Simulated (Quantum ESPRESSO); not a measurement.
# In2H in Quantum ESPRESSO: settings compared, part 2 of 3

Quantum ESPRESSO 7.5. The steps go on from the part before.

### 3 Work function, PBEsol

pw.in reads:

```
&CONTROL
  calculation = 'scf'
  prefix = 'pwscf'
  outdir = './tmp'
  pseudo_dir = './pseudo'
  tprnfor = .true.
  disk_io = 'low'
  tefield = .true.
  dipfield = .true.
/
&SYSTEM
  ibrav = 0
  celldm(1) = 8
  nat = 3
  ntyp = 2
  ecutwfc = 70
  nbnd = 21
  input_dft = 'pbesol'
  occupations = 'smearing'
  smearing = 'fd'
  degauss = 0.00367493
  edir = 3
  emaxpos = 0.7692
  eopreg = 0.0392
  eamp = 0
/
&ELECTRONS
  conv_thr = 3d-09
  electron_maxstep = 150
  mixing_beta = 0.3
  mixing_mode = 'local-TF'
/
ATOMIC_SPECIES
In   114.8180 In_ONCV_PBE-1.2.upf
H      1.0080 H_ONCV_PBE-1.2.upf
CELL_PARAMETERS alat
  1.1706097451607   0.0000000000000   0.0000000000000
 -0.5853048725803   1.0137766497627  -0.0000000000000
  0.0000000000000  -0.0000000000000   6.0204477523957
ATOMIC_POSITIONS crystal
In     0.3333300000    0.6666700000    0.2886700000
In     0.6666700000    0.3333300000    0.2886700000
H      0.0000000000    0.0000000000    0.2889200000
K_POINTS automatic
6 6 1 0 0 0
```

pp_density.in reads:

```
&INPUTPP
  prefix = 'pwscf'
  outdir = './tmp'
  filplot = 'density.dat'
  plot_num = 0
/
&PLOT
  nfile = 1
  filepp(1) = 'density.dat'
  iflag = 3
  output_format = 6
  fileout = 'density.cube'
/
```

pp_potential.in reads:

```
&INPUTPP
  prefix = 'pwscf'
  outdir = './tmp'
  filplot = 'potential.dat'
  plot_num = 11
/
&PLOT
  nfile = 1
  filepp(1) = 'potential.dat'
  iflag = 3
  output_format = 6
  fileout = 'potential.cube'
/
```

pp_elf.in reads:

```
&INPUTPP
  prefix = 'pwscf'
  outdir = './tmp'
  filplot = 'elf.dat'
  plot_num = 8
/
&PLOT
  nfile = 1
  filepp(1) = 'elf.dat'
  iflag = 3
  output_format = 6
  fileout = 'elf.cube'
/
```

Potentials or basis: SG15 PBE 1.2.

Command:

```bash
$ OMP_NUM_THREADS=1 mpirun -n 2 pw.x -nk 2 -in pw.in > pw.out
$ OMP_NUM_THREADS=1 mpirun -n 1 pp.x -in pp_density.in > pp_density.out
$ OMP_NUM_THREADS=1 mpirun -n 1 pp.x -in pp_potential.in > pp_potential.out
$ OMP_NUM_THREADS=1 mpirun -n 1 pp.x -in pp_elf.in > pp_elf.out
```

pw.out:

```text
This program is part of the open-source Quantum ESPRESSO suite
     for quantum simulation of materials; please cite
         "P. Giannozzi et al., J. Phys.:Condens. Matter 21 395502 (2009);
         "P. Giannozzi et al., J. Phys.:Condens. Matter 29 465901 (2017);
         "P. Giannozzi et al., J. Chem. Phys. 152 154105 (2020);
     in publications or presentations arising from this work. More details at

     Presently no symmetry can be used with electric field

     IMPORTANT: XC functional enforced from input :
     Exchange-correlation= PBESOL
                           (   1   4  10   8   0   0   0)
     Any further DFT definition will be discarded
     Please, verify this is what you really want

     K-points division:     npool     =       2
     Subspace diagonalization in iterative solution of the eigenvalue problem:
     a serial algorithm will be used

     G-vector sticks info
     --------------------
     sticks:   dense  smooth     PW     G-vecs:    dense   smooth      PW
     Sum        1675    1675    499               289055   289055   45709

     Using Slab Decomposition

     bravais-lattice index     =            0
     lattice parameter (alat)  =       8.0000  a.u.
     unit-cell volume          =    3658.0798 (a.u.)^3
     number of atoms/cell      =            3
     number of atomic types    =            2
     number of electrons       =        27.00
[... 94 lines left out ...]

     Starting wfcs are random

     Self-consistent Calculation

     iteration #  1     ecut=    70.00 Ry     beta= 0.30
     Davidson diagonalization with overlap
     ethr =  1.00E-02,  avg # of iterations = 12.9

     Threshold (ethr) on eigenvalues was too large:
     Diagonalizing with lowered threshold

     Davidson diagonalization with overlap
     ethr =  7.44E-04,  avg # of iterations =  2.5

     negative rho (up, down):  3.824E-04 0.000E+00
[... 235 lines left out ...]
        Potential amp.        0.0002 Ry
        Total length         46.2756 bohr

     End of self-consistent calculation

          k = 0.0000 0.0000 0.0000 ( 36189 PWs)   bands (ev):

   -17.1187 -16.9791 -16.9791 -16.9749 -16.9749 -16.7141 -16.7141 -16.7139
   -16.7138 -16.6892  -9.9210  -3.2162  -2.4390  -1.9761  -1.5946  -1.5944
     0.7989   1.4135   1.4138   1.4198   1.5700
[... 99 lines left out ...]
   -17.2184 -17.1045 -17.0653 -17.0114 -16.9077 -16.7955 -16.7011 -16.6834
   -16.5954 -16.4334  -8.3746  -6.7975  -4.9203  -1.7682  -1.0821  -0.1966
     2.0593   2.3776   2.4689   3.1189   3.1535

          k =-0.4271 0.0822 0.0000 ( 36137 PWs)   bands (ev):

   -17.2184 -17.1044 -17.0654 -17.0114 -16.9077 -16.7955 -16.7011 -16.6834
   -16.5954 -16.4334  -8.3747  -6.7974  -4.9203  -1.7683  -1.0822  -0.1965
     2.0593   2.3776   2.4689   3.1189   3.1535

          k =-0.4271-0.7398 0.0000 ( 36082 PWs)   bands (ev):

   -17.1839 -17.1520 -17.0568 -17.0052 -16.9225 -16.7819 -16.7242 -16.6884
   -16.5083 -16.4932  -8.1994  -7.3365  -3.3864  -2.9540  -1.6951  -0.4343
     2.7202   2.7328   3.1464   3.1572   3.4302

     the Fermi energy is    -2.5182 ev

!    total energy              =    -209.72892440 Ry
     estimated scf accuracy    <          1.7E-09 Ry
     smearing contrib. (-TS)   =      -0.00122759 Ry
     internal energy E=F+TS    =    -209.72769681 Ry

     The total energy is F=E-TS. E is the sum of the following terms:
     one-electron contribution =    -907.01126651 Ry
     hartree contribution      =     457.87883710 Ry
     xc contribution           =     -27.95340583 Ry
     ewald contribution        =     267.35813842 Ry
     electric field correction =       0.00000000 Ry

     convergence has been achieved in  14 iterations

     Forces acting on atoms (cartesian axes, Ry/au):

     atom    1 type  1   force =     0.00001096   -0.00000634    0.00003485
     atom    2 type  1   force =    -0.00001238    0.00000630    0.00003539
     atom    3 type  2   force =     0.00000142    0.00000004   -0.00007024

     Total force =     0.000088     Total SCF correction =     0.000011
     SCF correction compared to forces is large: reduce conv_thr to get better values

=------------------------------------------------------------------------------=
   JOB DONE.
=------------------------------------------------------------------------------=
```

pp_density.out:

```text
This program is part of the open-source Quantum ESPRESSO suite
     for quantum simulation of materials; please cite
         "P. Giannozzi et al., J. Phys.:Condens. Matter 21 395502 (2009);
         "P. Giannozzi et al., J. Phys.:Condens. Matter 29 465901 (2017);
         "P. Giannozzi et al., J. Chem. Phys. 152 154105 (2020);
     in publications or presentations arising from this work. More details at

     IMPORTANT: XC functional enforced from input :
     Exchange-correlation= PBESOL
                           (   1   4  10   8   0   0   0)
     Any further DFT definition will be discarded
     Please, verify this is what you really want

     G-vector sticks info
     --------------------
     sticks:   dense  smooth     PW     G-vecs:    dense   smooth      PW
     Sum        1675    1675    499               289055   289055   45709

     Using Slab Decomposition

     Adding external electric field

     Computed dipole along edir(3) :
        Dipole               -0.0006 Ry au,         -0.0016 Debye
        Dipole field         -0.0000 Ry au,

        Potential amp.        0.0002 Ry
        Total length         46.2756 bohr

     Calling punch_plot, plot_num =   0
     Writing data to file  density.dat
     Reading data from file  density.dat

     Writing data to be plotted to file density.cube
     Plot Type: 3D                     Output format: Gaussian cube

=------------------------------------------------------------------------------=
   JOB DONE.
=------------------------------------------------------------------------------=
```

pp_potential.out:

```text
This program is part of the open-source Quantum ESPRESSO suite
     for quantum simulation of materials; please cite
         "P. Giannozzi et al., J. Phys.:Condens. Matter 21 395502 (2009);
         "P. Giannozzi et al., J. Phys.:Condens. Matter 29 465901 (2017);
         "P. Giannozzi et al., J. Chem. Phys. 152 154105 (2020);
     in publications or presentations arising from this work. More details at

[... 33 lines left out ...]
     Writing data to file  potential.dat
     Reading data from file  potential.dat

     Writing data to be plotted to file potential.cube
     Plot Type: 3D                     Output format: Gaussian cube

=------------------------------------------------------------------------------=
   JOB DONE.
=------------------------------------------------------------------------------=
```

It took 4 min on 2 MPI ranks of Arm Neoverse V2, shared host; peak memory 1.1 GiB.

What came out:

```
Free energy                     : -2853.5074 eV
Band gap on the k mesh          : none (metal or under the smearing width)
Dipole across the slab          : 0.00 D
Work function of the upper face : 4.02 eV
Work function of the lower face : 4.02 eV
```

Levels at points of the mesh, in eV from the Fermi level:
| k point | band 11 | band 12 | band 13 | band 14 | band 15 | band 16 | band 17 | band 18 |
| --- | --- | --- | --- | --- | --- | --- | --- | --- |
| (0.00, 0.00, 0.00) | -7.40 | -0.70 | 0.08 | 0.54 | 0.92 | 0.92 | 3.32 | 3.93 |
| (0.00, -0.50, 0.00) | -5.68 | -4.82 | -0.87 | -0.44 | 0.82 | 2.08 | 5.24 | 5.25 |
| (-0.50, 0.00, 0.00) | -5.68 | -4.82 | -0.87 | -0.44 | 0.82 | 2.08 | 5.24 | 5.25 |
| (-0.50, -0.50, 0.00) | -5.68 | -4.82 | -0.87 | -0.44 | 0.82 | 2.08 | 5.24 | 5.25 |

### 4 Work function, PBE

pw.in: that of step 3 with these lines changed.

```diff
@@ -17,3 +17,2 @@
   nbnd = 21
-  input_dft = 'pbesol'
   occupations = 'smearing'
```

pp_density.in is that of step 3.

pp_potential.in is that of step 3.

pp_elf.in is that of step 3.

Potentials or basis: SG15 PBE 1.2.

Command:

```bash
$ OMP_NUM_THREADS=1 mpirun -n 2 pw.x -nk 2 -in pw.in > pw.out
$ OMP_NUM_THREADS=1 mpirun -n 1 pp.x -in pp_density.in > pp_density.out
$ OMP_NUM_THREADS=1 mpirun -n 1 pp.x -in pp_potential.in > pp_potential.out
$ OMP_NUM_THREADS=1 mpirun -n 1 pp.x -in pp_elf.in > pp_elf.out
```

pw.out:

```text
This program is part of the open-source Quantum ESPRESSO suite
     for quantum simulation of materials; please cite
         "P. Giannozzi et al., J. Phys.:Condens. Matter 21 395502 (2009);
         "P. Giannozzi et al., J. Phys.:Condens. Matter 29 465901 (2017);
         "P. Giannozzi et al., J. Chem. Phys. 152 154105 (2020);
     in publications or presentations arising from this work. More details at

     Presently no symmetry can be used with electric field

     K-points division:     npool     =       2
     Subspace diagonalization in iterative solution of the eigenvalue problem:
     a serial algorithm will be used

     G-vector sticks info
     --------------------
     sticks:   dense  smooth     PW     G-vecs:    dense   smooth      PW
     Sum        1675    1675    499               289055   289055   45709

     Using Slab Decomposition

     bravais-lattice index     =            0
     lattice parameter (alat)  =       8.0000  a.u.
     unit-cell volume          =    3658.0798 (a.u.)^3
     number of atoms/cell      =            3
     number of atomic types    =            2
     number of electrons       =        27.00
     number of Kohn-Sham states=           21
     kinetic-energy cutoff     =      70.0000  Ry
     charge density cutoff     =     280.0000  Ry
     scf convergence threshold =      3.0E-09
     mixing beta               =       0.3000
     number of iterations used =            8  local-TF  mixing
     Exchange-correlation= PBE
                           (   1   4   3   4   0   0   0)

     celldm(1)=   8.000000  celldm(2)=   0.000000  celldm(3)=   0.000000
     celldm(4)=   0.000000  celldm(5)=   0.000000  celldm(6)=   0.000000

     crystal axes: (cart. coord. in units of alat)
               a(1) = (   1.170610   0.000000   0.000000 )
               a(2) = (  -0.585305   1.013777  -0.000000 )
               a(3) = (   0.000000  -0.000000   6.020448 )

     reciprocal axes: (cart. coord. in units 2 pi/alat)
               b(1) = (  0.854256  0.493205  0.000000 )
               b(2) = ( -0.000000  0.986411  0.000000 )
               b(3) = ( -0.000000  0.000000  0.166101 )

     PseudoPot. # 1 for In read from file:
     In_ONCV_PBE-1.2.upf
     Pseudo is Norm-conserving, Zval = 13.0
     Generated using ONCVPSP code by D. R. Hamann
     Using radial grid of  602 points,  6 beta functions with:
                l(1) =   0
                l(2) =   0
                l(3) =   1
                l(4) =   1
                l(5) =   2
                l(6) =   2

     PseudoPot. # 2 for H  read from file:
     H_ONCV_PBE-1.2.upf
     Pseudo is Norm-conserving, Zval =  1.0
     Generated using ONCVPSP code by D. R. Hamann
     Using radial grid of  602 points,  2 beta functions with:
                l(1) =   0
                l(2) =   0

     atomic species   valence    mass     pseudopotential
     In               13.00   114.81800     In( 1.00)
     H                 1.00     1.00800     H ( 1.00)

     No symmetry found

   Cartesian axes

     site n.     atom                  positions (alat units)
         1        In     tau(   1) = (  -0.0000059   0.6758545   1.7379227  )
         2        In     tau(   2) = (   0.5853107   0.3379222   1.7379227  )
         3        H      tau(   3) = (   0.0000000   0.0000000   1.7394278  )

     number of k points=    20  Fermi-Dirac smearing, width (Ry)=  0.0037
                       cart. coord. in units 2pi/alat
        k(    1) = (   0.0000000   0.0000000   0.0000000), wk =   0.0555556
        k(    2) = (   0.0000000   0.1644018   0.0000000), wk =   0.1111111
        k(    3) = (   0.0000000   0.3288035   0.0000000), wk =   0.1111111
        k(    4) = (   0.0000000  -0.4932053   0.0000000), wk =   0.0555556
        k(    5) = (   0.1423759   0.0822009   0.0000000), wk =   0.1111111
        k(    6) = (   0.1423759   0.2466026   0.0000000), wk =   0.1111111
[... 12 lines left out ...]
        k(   19) = (  -0.4271278   0.0822009   0.0000000), wk =   0.1111111
        k(   20) = (  -0.4271278  -0.7398079   0.0000000), wk =   0.0555556

     Dense  grid:   289055 G-vectors     FFT dimensions: (  50,  50, 270)

     Initial potential from superposition of free atoms

     starting charge      26.7887, renormalised to      27.0000

     negative rho (up, down):  1.365E-03 0.000E+00

     Adding external electric field

     Computed dipole along edir(3) :
        Dipole               -0.0001 Ry au,         -0.0002 Debye
        Dipole field         -0.0000 Ry au,

        Potential amp.        0.0000 Ry
        Total length         46.2756 bohr

     Starting wfcs are random

     Self-consistent Calculation

     iteration #  1     ecut=    70.00 Ry     beta= 0.30
     Davidson diagonalization with overlap
     ethr =  1.00E-02,  avg # of iterations = 13.1

     Threshold (ethr) on eigenvalues was too large:
     Diagonalizing with lowered threshold

     Davidson diagonalization with overlap
     ethr =  7.64E-04,  avg # of iterations =  2.6

     negative rho (up, down):  3.598E-04 0.000E+00

     Adding external electric field

     Computed dipole along edir(3) :
        Dipole               -0.0001 Ry au,         -0.0003 Debye
        Dipole field         -0.0000 Ry au,

        Potential amp.        0.0000 Ry
        Total length         46.2756 bohr

     total energy              =    -210.18266111 Ry
     estimated scf accuracy    <       0.18438850 Ry

     iteration #  2     ecut=    70.00 Ry     beta= 0.30
     Davidson diagonalization with overlap
     ethr =  6.83E-04,  avg # of iterations =  1.1
[... 199 lines left out ...]
     iteration # 14     ecut=    70.00 Ry     beta= 0.30
     Davidson diagonalization with overlap
     ethr =  8.13E-11,  avg # of iterations =  2.0

     Adding external electric field

     Computed dipole along edir(3) :
        Dipole               -0.0007 Ry au,         -0.0017 Debye
        Dipole field         -0.0000 Ry au,

        Potential amp.        0.0002 Ry
        Total length         46.2756 bohr

     End of self-consistent calculation

          k = 0.0000 0.0000 0.0000 ( 36189 PWs)   bands (ev):

   -17.2496 -17.1161 -17.1160 -17.1102 -17.1102 -16.8576 -16.8576 -16.8528
   -16.8528 -16.8327  -9.8056  -3.1155  -2.4004  -1.8974  -1.4646  -1.4644
     0.7400   1.3761   1.5440   1.5721   1.5724

          k = 0.0000 0.1644 0.0000 ( 36267 PWs)   bands (ev):

   -17.2504 -17.1716 -17.1614 -17.1227 -17.1050 -16.8713 -16.8510 -16.8447
   -16.7835 -16.7814  -9.5801  -3.8931  -2.8885  -2.7247  -1.9350   0.1954
     0.9612   1.5973   1.7697   2.1370   2.4455

          k = 0.0000 0.3288 0.0000 ( 36178 PWs)   bands (ev):

   -17.2857 -17.2518 -17.1929 -17.1353 -17.0782 -16.9034 -16.8582 -16.8386
   -16.6923 -16.6807  -8.9067  -5.9232  -3.1593  -2.5640  -2.2455   0.6319
     1.5847   2.0124   2.2631   2.4520   3.0868
[... 67 lines left out ...]
          k = 0.2848-0.1644 0.0000 ( 36178 PWs)   bands (ev):

   -17.2856 -17.2518 -17.1930 -17.1353 -17.0781 -16.9034 -16.8582 -16.8386
   -16.6923 -16.6807  -8.9067  -5.9231  -3.1594  -2.5641  -2.2456   0.6319
     1.5847   2.0125   2.2631   2.4521   3.0867

          k = 0.2848-0.0000 0.0000 ( 36231 PWs)   bands (ev):

   -17.2875 -17.2072 -17.2028 -17.1349 -17.0817 -16.8981 -16.8395 -16.8376
   -16.7692 -16.6652  -9.1288  -5.1387  -4.1056  -2.4490  -1.1654   0.7478
     1.1059   1.4024   2.0290   2.2223   2.8491

          k =-0.4271-0.2466 0.0000 ( 36082 PWs)   bands (ev):

   -17.3134 -17.2828 -17.1902 -17.1412 -17.0604 -16.9238 -16.8657 -16.8328
   -16.6544 -16.6393  -8.0875  -7.2173  -3.3208  -2.8068  -1.6017  -0.3448
     2.6608   2.7109   3.1570   3.1891   3.3816

          k =-0.4271-0.0822 0.0000 ( 36137 PWs)   bands (ev):

   -17.3471 -17.2365 -17.1985 -17.1472 -17.0461 -16.9369 -16.8430 -16.8280
   -16.7391 -16.5814  -8.2603  -6.6828  -4.8107  -1.6745  -0.9906  -0.1084
     2.1395   2.3475   2.5199   3.1099   3.1280

          k =-0.4271 0.0822 0.0000 ( 36137 PWs)   bands (ev):

   -17.3471 -17.2364 -17.1985 -17.1472 -17.0461 -16.9369 -16.8430 -16.8280
   -16.7391 -16.5814  -8.2603  -6.6827  -4.8108  -1.6745  -0.9907  -0.1084
     2.1395   2.3475   2.5198   3.1099   3.1281

          k =-0.4271-0.7398 0.0000 ( 36082 PWs)   bands (ev):

   -17.3133 -17.2828 -17.1902 -17.1412 -17.0604 -16.9238 -16.8656 -16.8328
   -16.6544 -16.6394  -8.0876  -7.2171  -3.3209  -2.8069  -1.6018  -0.3446
     2.6608   2.7109   3.1570   3.1891   3.3816

     the Fermi energy is    -2.4222 ev

!    total energy              =    -210.15357441 Ry
     estimated scf accuracy    <          1.6E-09 Ry
     smearing contrib. (-TS)   =      -0.00138850 Ry
     internal energy E=F+TS    =    -210.15218591 Ry

     The total energy is F=E-TS. E is the sum of the following terms:
     one-electron contribution =    -907.15056573 Ry
     hartree contribution      =     458.07869837 Ry
     xc contribution           =     -28.43845697 Ry
     ewald contribution        =     267.35813842 Ry
     electric field correction =       0.00000000 Ry

     convergence has been achieved in  14 iterations

     Forces acting on atoms (cartesian axes, Ry/au):

     atom    1 type  1   force =     0.00000977   -0.00001542    0.00002831
     atom    2 type  1   force =    -0.00000817    0.00001416    0.00001204
     atom    3 type  2   force =    -0.00000160    0.00000126   -0.00004036

     Total force =     0.000056     Total SCF correction =     0.000016
     SCF correction compared to forces is large: reduce conv_thr to get better values

=------------------------------------------------------------------------------=
   JOB DONE.
=------------------------------------------------------------------------------=
```

It took 4 min on 2 MPI ranks of Arm Neoverse V2, shared host; peak memory 1.1 GiB.

Results:

```yaml
Free_energy: -2859.2850 eV
Band_gap_on_the_k_mesh: none (metal or under the smearing width)
Dipole_across_the_slab: 0.00 D
Work_function_of_the_upper_face: 3.93 eV
Work_function_of_the_lower_face: 3.93 eV
```

Levels at points of the mesh, in eV from the Fermi level:
```csv
k point,band 12,band 13,band 14,band 15,band 16,band 17
"(0.00, 0.00, 0.00)",-0.69,0.02,0.52,0.96,0.96,3.16
"(0.00, -0.50, 0.00)",-4.80,-0.90,-0.38,0.82,2.08,5.08
"(-0.50, 0.00, 0.00)",-4.80,-0.90,-0.38,0.82,2.08,5.08
"(-0.50, -0.50, 0.00)",-4.79,-0.90,-0.38,0.82,2.08,5.08
```

(Continued in part 3 of 3.)
